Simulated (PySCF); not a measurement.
# S⁺, S²⁺: ionisation energy in jorge-DZP-DKH

Wanted: the ionisation energy of sulfur, up a ladder of methods.

Program: PySCF 2.14.0. Level of theory: unrestricted determinants in a Gaussian basis, no spin-orbit coupling in the energies. These are calculated values, not measurements, unless marked.

**1. The atom as given**

```
Element                                   : sulfur (Z = 16)
Basis                                     : jorge-DZP-DKH
Hamiltonian                               : scalar relativity by spin-free X2C-1e
State 1                                   : S⁺: [Ne] 3s2 3p3, high-spin 4S determinant
State 2                                   : S²⁺: [Ne] 3s2 3p2, high-spin 3P determinant
Methods                                   : UHF, M06-L, MN15, MP2, CCSD(T)
Core shells frozen in the correlated runs : valence: [Ne] (for S⁺)
```

Outer shells as boxes (Hund's rule):

S+ [Ne] 3s2 3p3
```
[Ne] core
3s [↑↓]
3p [↑ ][↑ ][↑ ]
```

S2+ [Ne] 3s2 3p2
```
[Ne] core
3s [↑↓]
3p [↑ ][↑ ][  ]
```

The runs were made by one driver on top of PySCF. The scripts below sum up each run's settings (the driver also hands on starting orbitals that pick excited configurations, and frozen orbitals as a list rather than a count), and the logs come from the driver's own runs. The driver starts from symmetry-adapted Hartree-Fock orbitals, holds the occupation by maximum overlap and uses a logarithmic radial grid for functionals, so a plain start would take other cycles.

The driver's launch:

```
$ OMP_NUM_THREADS=1 python atomrun2.py TASK.json OUT
```

The integrals over 24 functions and the set-up took 0.05 s of CPU time.

**2. S⁺**

UHF:

Contents of input.py:

```python
from pyscf import gto, scf, dft, mp, cc
import basis_set_exchange as bse
mol = gto.M(atom="S 0 0 0", charge=1, spin=3, symmetry="D2h",
            basis=gto.basis.parse(bse.get_basis("jorge-DZP-DKH", elements=["S"], fmt="nwchem", header=False)),
            nucmod="G")
mf = scf.UHF(mol).sfx2c1e()
mf.irrep_nelec = {'Ag': (3, 3), 'B1u': (2, 1), 'B2u': (2, 1), 'B3u': (2, 1)}
mf.kernel()
```

M06-L:

input.py differs from the last one in:

```diff
@@ -5,3 +5,3 @@
             nucmod="G")
-mf = scf.UHF(mol).sfx2c1e()
+mf = dft.UKS(mol, xc="M06L").sfx2c1e()
 mf.irrep_nelec = {'Ag': (3, 3), 'B1u': (2, 1), 'B2u': (2, 1), 'B3u': (2, 1)}
```

MN15:

input.py differs from the last one in:

```diff
@@ -5,3 +5,3 @@
             nucmod="G")
-mf = dft.UKS(mol, xc="M06L").sfx2c1e()
+mf = dft.UKS(mol, xc="MN15").sfx2c1e()
 mf.irrep_nelec = {'Ag': (3, 3), 'B1u': (2, 1), 'B2u': (2, 1), 'B3u': (2, 1)}
```

MP2 (valence):

input.py differs from the last one in:

```diff
@@ -5,4 +5,5 @@
             nucmod="G")
-mf = dft.UKS(mol, xc="MN15").sfx2c1e()
+mf = scf.UHF(mol).sfx2c1e()
 mf.irrep_nelec = {'Ag': (3, 3), 'B1u': (2, 1), 'B2u': (2, 1), 'B3u': (2, 1)}
 mf.kernel()
+mp.UMP2(mf, frozen=5).kernel()
```

CCSD(T) (valence):

input.py differs from the last one in:

```diff
@@ -8,2 +8,3 @@
 mf.kernel()
-mp.UMP2(mf, frozen=5).kernel()
+mycc = cc.CCSD(mf, frozen=5).run()
+mycc.ccsd_t()
```

**3. S²⁺, method by method**

UHF:

Contents of input.py:

```python
from pyscf import gto, scf, dft, mp, cc
import basis_set_exchange as bse
mol = gto.M(atom="S 0 0 0", charge=2, spin=2, symmetry="D2h",
            basis=gto.basis.parse(bse.get_basis("jorge-DZP-DKH", elements=["S"], fmt="nwchem", header=False)),
            nucmod="G")
mf = scf.UHF(mol).sfx2c1e()
mf.irrep_nelec = {'Ag': (3, 3), 'B1u': (2, 1), 'B2u': (2, 1), 'B3u': (1, 1)}
mf.kernel()
```

M06-L:

input.py differs from the last one in:

```diff
@@ -5,3 +5,3 @@
             nucmod="G")
-mf = scf.UHF(mol).sfx2c1e()
+mf = dft.UKS(mol, xc="M06L").sfx2c1e()
 mf.irrep_nelec = {'Ag': (3, 3), 'B1u': (2, 1), 'B2u': (2, 1), 'B3u': (1, 1)}
```

MN15:

input.py differs from the last one in:

```diff
@@ -5,3 +5,3 @@
             nucmod="G")
-mf = dft.UKS(mol, xc="M06L").sfx2c1e()
+mf = dft.UKS(mol, xc="MN15").sfx2c1e()
 mf.irrep_nelec = {'Ag': (3, 3), 'B1u': (2, 1), 'B2u': (2, 1), 'B3u': (1, 1)}
```

MP2 (valence):

input.py differs from the last one in:

```diff
@@ -5,4 +5,5 @@
             nucmod="G")
-mf = dft.UKS(mol, xc="MN15").sfx2c1e()
+mf = scf.UHF(mol).sfx2c1e()
 mf.irrep_nelec = {'Ag': (3, 3), 'B1u': (2, 1), 'B2u': (2, 1), 'B3u': (1, 1)}
 mf.kernel()
+mp.UMP2(mf, frozen=5).kernel()
```

CCSD(T) (valence):

input.py differs from the last one in:

```diff
@@ -8,2 +8,3 @@
 mf.kernel()
-mp.UMP2(mf, frozen=5).kernel()
+mycc = cc.CCSD(mf, frozen=5).run()
+mycc.ccsd_t()
```

What does the calculation give?

As calculated:

| quantity | value |
| --- | --- |
| ionisation energy, S⁺ | UHF 22.721, CCSD(T) (valence) 23.089 eV; reference 23.338 |

Each level's miss and price (over 1 difference):

```
           method  mean absolute miss against the measured value (with the measured fine structure taken into account where it is known) (eV)  CPU time, both states (s)
              UHF                                                                                                                       0.617                        0.1
            M06-L                                                                                                                       0.041                       0.44
             MN15                                                                                                                       0.057                       0.55
    MP2 (valence)                                                                                                                       0.172                        0.1
SCS-MP2 (valence)                                                                                                                       0.330                        0.1
   CCSD (valence)                                                                                                                       0.251                           
CCSD(T) (valence)                                                                                                                       0.248                       0.34
```

**Reading.** Against experiment M06-L comes closest (off by 0.04 eV), level with MN15 and UHF is farthest (0.62 eV). Hartree-Fock falls short because the species with more electrons holds more correlation energy, which it lacks. The basis is finite, and no extrapolation was made. The dearest level timed, MN15, costs 5.5 times the cheapest, UHF, and differs from the measured value (with the measured fine structure taken into account where it is known) by 0.06 against 0.62 eV.
